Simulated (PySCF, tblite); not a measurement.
# C₆H₈BFS₂: geometry, infrared bands and NMR shifts

What infrared bands and NMR shifts should C₆H₈BFS₂ (`CC#C[C@@H]1CS[C@@H](BF)S1`) show?

The runs use tblite 0.8.0 and PySCF 2.14.0, with density-fitted response routines of our own; the level of theory stands in each step. All values are computed, except where a source is named. Atoms count from 0, in the outputs and in this text.

## Step 1: Starting geometry

18 atoms, charge 0, multiplicity 1; geometry from: force field or distance geometry start.

Bonds of the start (Å): C0–C1 1.50, C1–C2 1.20, C2–C3 1.48, C3–C4 1.49, C4–S5 1.81, S5–C6 1.81, C6–B7 1.58, B7–F8 1.45, C6–S9 1.81, S9–C3 1.81, C0–H10 1.12, C0–H11 1.09, C0–H12 1.11, C3–H13 1.12, C4–H14 1.11, C4–H15 1.13, C6–H16 1.09, B7–H17 1.19.

## Step 2: Geometry optimisation with GFN2-xTB

The job: settings as JSON, then the geometry in Å.

```
{"job": {"kind": "relax", "xc": "GFN2-xTB", "basis": "xTB"}, "charge": 0, "multiplicity": 1}
C      3.939600    -0.678800     0.136700
C      2.534100    -0.251000    -0.165700
C      1.406300     0.068300    -0.400400
C      0.019900     0.484100    -0.706500
C     -0.562600     1.088000     0.528500
S     -1.633400    -0.122500     1.347000
C     -2.391900    -0.900800    -0.105000
B     -3.459700     0.125800    -0.664100
F     -4.690200    -0.432300    -1.190400
S     -0.953000    -0.959900    -1.194200
H      4.635600    -0.178500    -0.590100
H      4.168900    -0.361700     1.152200
H      3.997800    -1.773000    -0.016100
H      0.012300     1.182500    -1.577100
H      0.165600     1.549000     1.226900
H     -1.271000     1.904100     0.197300
H     -2.811800    -1.887300     0.109500
H     -3.115400     1.150500    -1.159200
```

Launch:

```console
$ OMP_NUM_THREADS=1 python probes_run.py task.json out
```

One launch serves the whole session: the jobs run in the order shown.

**Question.** This job is followed by: GFN2-xTB harmonic vibrations, gas phase; GIAO PBE0/pcSseg-1 NMR shielding, non-relativistic, gas phase. What will the session give for the following? strongest single infrared mode (GFN2-xTB); zero-point energy (GFN2-xTB); ¹³C shifts against TMS (PBE0/pcSseg-1); ¹H shifts against TMS (PBE0/pcSseg-1, means over atoms taken as alike); ³³S shifts against CS2 (PBE0/pcSseg-1); ¹¹B shifts against BF3·OEt2 (PBE0/pcSseg-1); ¹⁹F shifts against CFCl3 (PBE0/pcSseg-1).

The runs gave:

| quantity | value |
| --- | --- |
| strongest single infrared mode (GFN2-xTB) | 1220 cm⁻¹, 290 km/mol |
| zero-point energy (GFN2-xTB) | 78.4 kcal/mol |
| ¹³C shifts against TMS (PBE0/pcSseg-1) | 95.2, 84.2, 58.2, 50.5, 47.6, 4.8 ppm |
| ¹H shifts against TMS (PBE0/pcSseg-1, means over atoms taken as alike) | 4.14, 4.04, 3.64, 3.06, 2.74, 2.05 ppm |
| ³³S shifts against CS2 (PBE0/pcSseg-1) | 76, 18 ppm |
| ¹¹B shifts against BF3·OEt2 (PBE0/pcSseg-1) | 2.3 ppm |
| ¹⁹F shifts against CFCl3 (PBE0/pcSseg-1) | -185.6 ppm |

What this shows: Over 91 steps the energy fell by 1.058 eV; of the close pairs, B7–S9 changed most, 2.783 to 2.122 Å. The lowest mode is slightly imaginary (17i cm⁻¹), a soft motion within the noise of the Hessian, so the minimum is not strictly shown. The strongest single mode, at 1220 cm⁻¹, has its largest shares on B7, C6 and H16 (the list is cut at 3 atoms). Unscaled tight-binding wavenumbers are off by several per cent, some by more. Its intensities can rank the bands wrongly. At PBE0/pcSseg-1: Shielding is most anisotropic at S9 (span 792 ppm, paramagnetic term -572 ppm).
